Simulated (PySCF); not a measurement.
# AuI2 (Au(I)2-): the cost of one run

Method: B3LYP, Au def2-SVP with ECP60, I def2-SVP with ECP28; scalar-relativistic core potentials, no spin–orbit coupling; program: PySCF 2.14.0.

3 further runs of the same task are left out: 2 for a known fault of the program, 1 that didn't finish.

## Step 1: The starting structure

3 atoms, charge -1, spin multiplicity 1.

Bond lengths: Au1–I2 2.649 Å, Au1–I3 2.649 Å. Angles: I2–Au1–I3 180.0°.

Coordinates:

```xyz
3
AuI2
Au    0.00000    0.00000    0.00000
I     0.00000    0.00000    2.64921
I     0.00000    0.00000   -2.64921
```

Formal oxidation states: Au +1. An earlier session relaxed this geometry at B3LYP, Au def2-SVP with ECP60, I def2-SVP with ECP28 (singlet, point group D∞h).

Its energy there is -731.583863 Eh.

## Step 2: Atoms moved at random, σ = 0.1 Å

Input file run.py (the lines that set the calculation):

```python
mol = gto.M(atom='''
Au     0.06542    -0.00535    -0.04120
I     -0.00733    -0.06876     2.62810
I     -0.05809     0.07411    -2.58690''',
    basis={'Au': 'def2-SVP', 'I': 'def2-SVP'},
    ecp={'Au': 'def2-SVP', 'I': 'def2-SVP'},
    charge=-1, spin=0)
mf = dft.RKS(mol, xc='B3LYP')
mf.grids.atom_grid = (50, 194)
mf = mf.density_fit()  # fitting sets: Au def2-universal-JKFIT, I def2-universal-JKFIT
mf.conv_tol = 1e-08; mf.max_cycle = 55
mf.kernel(dm0)  # dm0: the density of the relaxed state
```

Run with:

```
$ OMP_NUM_THREADS=2 python run.py
```

**Question.** How long does this run take on 2 threads of Intel Xeon Platinum 8259CL at 2.50GHz (Skylake/Cascade Lake), shared host?

About 4.4 s.
